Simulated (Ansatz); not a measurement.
# Pt: the cost of one run

Method: DFT r2SCAN, scalar-relativistic, plane waves, PAW, in Ansatz 0.2.0.

## Step 1: The starting structure

It takes space group Im-3m (No. 229, cubic). The conventional cell has a = 3.168 Å, b = 3.168 Å, c = 3.168 Å, α = 90.00°, β = 90.00°, γ = 90.00°. Pt (site symmetry m-3m) is surrounded by 8 Pt at 2.74 Å.

As a file:

```cif
data_structure
_symmetry_space_group_name_H-M 'P 1'
_symmetry_Int_Tables_number 1
_cell_length_a 2.7439
_cell_length_b 2.7439
_cell_length_c 2.7439
_cell_angle_alpha 109.471
_cell_angle_beta 109.471
_cell_angle_gamma 109.471
_cell_volume 15.90
loop_
_atom_site_label
_atom_site_type_symbol
_atom_site_fract_x
_atom_site_fract_y
_atom_site_fract_z
_atom_site_occupancy
Pt1 Pt 0.00000 0.00000 0.00000 1
```

It goes back to an entry of the Materials Project, which need not be the stable form.

No relaxation comes first: the listed cell is the starting point.

## Step 2: The reference cell

Reference values: F = -12536.6894 eV; pressure -6.49 GPa; largest force 0.000 eV/Å; gap on the mesh none (metal). It was computed beforehand with the settings of the runs below.

## Step 3: The scan: energy and stress against strain

The cell is strained by ε times the Voigt pattern (0, 0, 0, 0, 0, 1) (xx, yy, zz, yz, xz, xy; engineering shear), with fractional coordinates fixed (clamped ions). The stress on the pattern is the sum of the stress components weighted by it, tension positive.

## Step 4: At ε = -0.1000

Input file input.yaml:

```yaml
crystal:
  lattice:
    - [-1.663431, 1.663431, 1.58422]
    - [1.663431, -1.663431, 1.58422]
    - [1.505009, 1.505009, -1.58422]
  atoms:
    - { symbol: Pt, position: [0.0, 0.0, 0.0] }
basis:
  ecutwfc: 500
kpoints:
  mp_grid: { grid: [22, 22, 22] }
hamiltonian:
  xc: r2scan
scf:
  occupations: { method: gaussian, width: 0.15 }
output:
  forces: true
  stress: true
  eigenvalues: true
```

Command:

```sh
ansatz run input.yaml --threads 1 --pin off --max-ram 2560MiB --backend cpu --events-out ev --progress --plain --runs-dir out
```

**Question.** How long does this run take on 1 thread of Intel Xeon at 2.50GHz (Skylake/Cascade Lake), shared host, and how much memory does it need?

About 70 s, with a peak of 0.69 GiB.
